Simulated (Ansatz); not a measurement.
**NaAs (triplet): the correlation ladder, cc-pVDZ**

One table from this session's results is given with a row withheld; the runs are named, their logs left out.

Program: Ansatz 0.2.0, Gaussian basis. Level of theory: cc-pVDZ, core rule «outside noble gas», up to 19 orbitals frozen. These are calculated values, not measurements.

Plan: UHF; CCSD(T) on ROHF; CCSD(T) on UHF; BCCD(T) on ROHF; CISD as a restricted active space (open shells left free, so some higher excitations enter); CCSDT(Q) on ROHF; CCSDT(Q) on UHF; CISDTQ; Full CI.

21 further runs of the same task are left out: 7 for a known fault of the program, 5 that didn't finish, 9 set aside as unsound or not needed. Runs told in other sessions of the task aren't counted.

## What is computed

The geometry is a PBE0/def2-TZVP stationary point (not a proven minimum) of the parent state, kept for this charge and spin. No spin-orbit coupling is included. The filled d shell of As may be among the frozen orbitals whatever the setting's name suggests.

2 atoms, charge 0, spin multiplicity 3.

Atoms are counted from 1 here; the program's logs count them from 0.

Bond lengths: As1–Na2 2.716 Å.

The first run:

Contents of in.yaml:

```yaml
crystal:
  periodic: [false, false, false]
  atoms:
    - {symbol: As, position_ang: [0.000000, 0.000000, 0.000000]}
    - {symbol: Na, position_ang: [0.000000, 0.000000, 2.716500]}
basis:
  gaussian: {orbitals: cc-pVDZ}
magnetization: {spin_polarized: true, initial_magnetization: 2}
hamiltonian: {xc: hf}
output: {orbitals: {seedname: orbitals}}
```

Run with:

```console
$ ansatz run in.yaml --threads 1 --pin off --events-out ev --progress --plain --max-ram 2393MiB
```

Among the steps run: UHF; CCSD(T) on ROHF; CCSD(T) on UHF; BCCD(T) on ROHF; CISD as a restricted active space (open shells left free, so some higher excitations enter); CCSDT(Q) on ROHF; CCSDT(Q) on UHF; CISDTQ; Full CI.

One table of the session follows, with a row left open; its other results are not shown here.

| method | from FCI (meV) |
| --- | --- |
| ROHF | +2665.1 |
| UHF | +2536.0 |
| RMP2 | +555.2 |
| UMP2 | +542.6 |
| CISD | +172.3 |
| RCCSD | +93.5 |
| UCCSD | ? |
| RCCSD(T) | +25.8 |
| UCCSD(T) | +17.8 |
| BCCD(T) | +25.7 |
| RCCSDT | +5.7 |
| UCCSDT | -2.4 |
| CISDTQ | +2.0 |
| RCCSDT(Q) | +0.6 |
| UCCSDT(Q) | -7.2 |
| FCI | 0 |

Estimate the missing values for UCCSD.

**Answer.** from FCI (meV): +77.5. In the column «from FCI (meV)» it lies between RCCSD(T) (+25.8) and RCCSD (+93.5).

To keep in mind: UCCSDT, UCCSDT(Q) fall below full CI: unrestricted runs freeze a spin-polarised core, another one than full CI's, and coupled cluster isn't variational. Levels on UHF freeze UHF's core orbitals, full CI those of ROHF, so the U rows can settle a little off it for that reason alone. Restricted and unrestricted rows rest on different reference determinants; a gap between their highest levels can come from leftover correlation error, from unlike frozen cores or from another state.
